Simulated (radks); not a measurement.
# Valence configurations of Lu

The task here is to estimate one member of a computed series from the others.

Method: scalar-relativistic Kohn-Sham, PBE, spin-unpolarised, spherical densities, finite nucleus. Code: radks (a radial shooting solver on a logarithmic mesh, Libxc functionals) version 1.

## The atom as given

```
element            : lutetium (Z = 71)
charge             : 0
electrons          : 71
configuration      : [Xe] 4f14 5d1 6s2
nuclear rms radius : 5.37 fm
others tried       : 4f14 5d1 6s1 6p1; 4f13 5d2 6s2; 4f14 5d1 6s1.5 6p0.5; 4f14 6s2 6p1; 4f13.5 5d1 6s2 6p0.5; 4f13 5d1 6s2 6p1; 4f14 6s1 6p2; 4f14 5d2 6s1; 4f14 5d0.5 6s1 6p1.5
```

Outer shells as boxes (Hund's rule):

Lu
```
[Xe] core
4f [↑↓][↑↓][↑↓][↑↓][↑↓][↑↓][↑↓]
5d [↑ ][  ][  ][  ][  ]
6s [↑↓]
```

The first run:

Input:

```text
Z 71
configuration [Xe] 4f14 5d1 6s2
relativity scalar-relativistic
functional pbe,pbe
spin unpolarised
nucleus finite rms 5.37 fm
c 137.035999084
```

Among the steps run: [Xe] 4f14 5d1 6s2.

One table of the session follows, with a row left open; its other results are not shown here.

It belongs to the step «[Xe] 4f14 5d1 6s2». Sizes of the orbitals, from the radial functions (bohr):

| level | <r> | outermost maximum (interpolated) | 90 % within | nodes |
| --- | --- | --- | --- | --- |
| 4s | 0.4780 | 0.446 | 0.687 | 3 |
| 4p | 0.5078 | 0.467 | 0.739 | 2 |
| 4d | 0.5475 | 0.481 | 0.823 | 1 |
| 5s | 1.171 | 1.04 | 1.69 | 4 |
| 5p | 1.395 | 1.20 | 2.06 | 3 |
| 4f | ? | ? | ? | ? |
| 6s | 3.645 | 3.07 | 5.42 | 5 |
| 5d | 2.930 | 1.84 | 5.00 | 2 |

**Question.** Estimate the row for 4f.

As computed: <r>: 0.7246; outermost maximum (interpolated): 0.469; 90 % within: 1.25; nodes: 0. In the column «<r>» it lies between 4d (0.5475) and 5s (1.171).
